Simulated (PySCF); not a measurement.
# CaAl+: bond curves at several levels of theory

An exercise on one series of results from a longer session: the logs are not shown, and one member is left open.

Program: PySCF 2.14.0. Level of theory: Ca 6-31G(d,p), Al 6-31G(d,p), no relativity. These are calculated values, not measurements.

The first run:

The job is set up so:

```yaml
atoms: Ca, Al
charge: 1
basis: Ca 6-31G(d,p), Al 6-31G(d,p)
Hamiltonian: no relativity
basis_functions: 50
electrons_treated: 32
masses_in_u: 39.9626, 26.9815
levels: PBE0, PBE, r²SCAN, BP86, r²SCAN0, TPSS, ωB97X, HF, MP2, SCS-MP2, CCSD, CCSD(T)
grid: 80 radial by 434 angular points
occupations: held fixed by the projection of orbital angular momentum
dissociation_limit: Ca + Al+, each in its ground configuration
starting_distance_in_angstrom: 2.885
values_of_2S_to_try: 0, 2
```

The run is started by

```
$ OMP_NUM_THREADS=1 python dia.py task.json out
```

Among the steps run: Set-up; First curve: PBE0; Excited determinants; PBE; r²SCAN; BP86; r²SCAN0 (hybrid meta-GGA); TPSS (meta-GGA); ωB97X (range-separated hybrid); RHF; Correlated methods on the Hartree–Fock reference.

One of the session's tables, all rows but one given; the rest of the session is left out.

| level | Re (Å) | ωe (cm⁻¹) | De (eV) |
| --- | --- | --- | --- |
| RHF | 3.638 | 141.3 | 1.02 |
| RHF-MP2 | ? | ? | ? |
| RHF-SCS-MP2 | 3.558 | 148.8 | 1.11 |
| RHF-CCSD | 3.512 | 156.5 | 1.19 |
| RHF-CCSD(T) | 3.502 | 158.0 | 1.25 |
| PBE | 3.481 | 158.7 | 1.68 |
| BP86 | 3.487 | 156.5 | 1.61 |
| TPSS | 3.470 | 162.5 | 1.77 |
| r²SCAN | 3.482 | 162.5 | 1.70 |
| PBE0 | 3.477 | 163.1 | 1.59 |
| r²SCAN0 | 3.483 | 164.1 | 1.58 |
| ωB97X | 3.451 | 170.1 | 1.35 |

Estimate the missing values for RHF-MP2.

As computed: Re (Å): 3.541; ωe (cm⁻¹): 152.3; De (eV): 1.14. In the column «Re (Å)» it lies between RHF-CCSD (3.512) and RHF-SCS-MP2 (3.558).
